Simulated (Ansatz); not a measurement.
# AlGaHO: the cost of one run

Computed with Ansatz 0.2.0, Gaussian basis. Level: cc-pVDZ, all electrons in the functionals, frozen cores in the correlation of double hybrids and RPA.

The runs, in order: wB97M-V, B2PLYP, RPA-PBE, at charge 0, doublet; charge 0, quartet; charge 1, singlet; charge 1, triplet; displaced geometry v1; displaced geometry v2.

23 further runs of the same task are left out: 3 for a known fault of the program, 8 that didn't finish, 12 set aside as unsound or not needed.

## (1) The geometry

The geometry is a PBE0/def2-TZVP stationary point (not a proven minimum). No spin-orbit coupling is included. The filled d shell of Ga may be among the frozen orbitals whatever the setting's name suggests; the logs give the count.

4 atoms, charge 0, spin multiplicity 2.

Atoms are counted from 1 here; the program's logs count them from 0.

Bond lengths: Al1–Ga2 2.683 Å, Ga2–O3 1.754 Å, O3–H4 0.952 Å. Angles: Al1–Ga2–O3 180.0°, Ga2–O3–H4 180.0°.

No dispersion term is added; wB97M-V holds VV10 nonlocal correlation.

The geometry shown and the zero of energy belong to the point charge 0, doublet. The yardstick, UCCSDT(Q), and other wave-function levels (R restricted, U unrestricted, valence and pair active spaces) come from earlier runs.

## (2) wB97M-V, charge 0, doublet

File in.yaml:

```yaml
crystal:
  periodic: [false, false, false]
  atoms:
    - {symbol: Al, position_ang: [0.000000, 0.000000, -3.127100]}
    - {symbol: Ga, position_ang: [0.000000, 0.000000, -0.444100]}
    - {symbol: O, position_ang: [0.000000, 0.000000, 1.309800]}
    - {symbol: H, position_ang: [0.000000, 0.000000, 2.261400]}
basis:
  gaussian: {orbitals: cc-pVDZ}
magnetization: {spin_polarized: true, initial_magnetization: 1}
hamiltonian: {xc: {name: wB97M-V}}
output: {forces: true, orbitals: {seedname: orbitals}}
```

Run with:

```console
ansatz run in.yaml --threads 1 --pin off --events-out ev --progress --plain --max-ram 2393MiB
```

Q: Estimate wall time and peak memory on 1 thread of Arm Neoverse V2, shared host.

About 18 s, with a peak of 0.29 GiB.
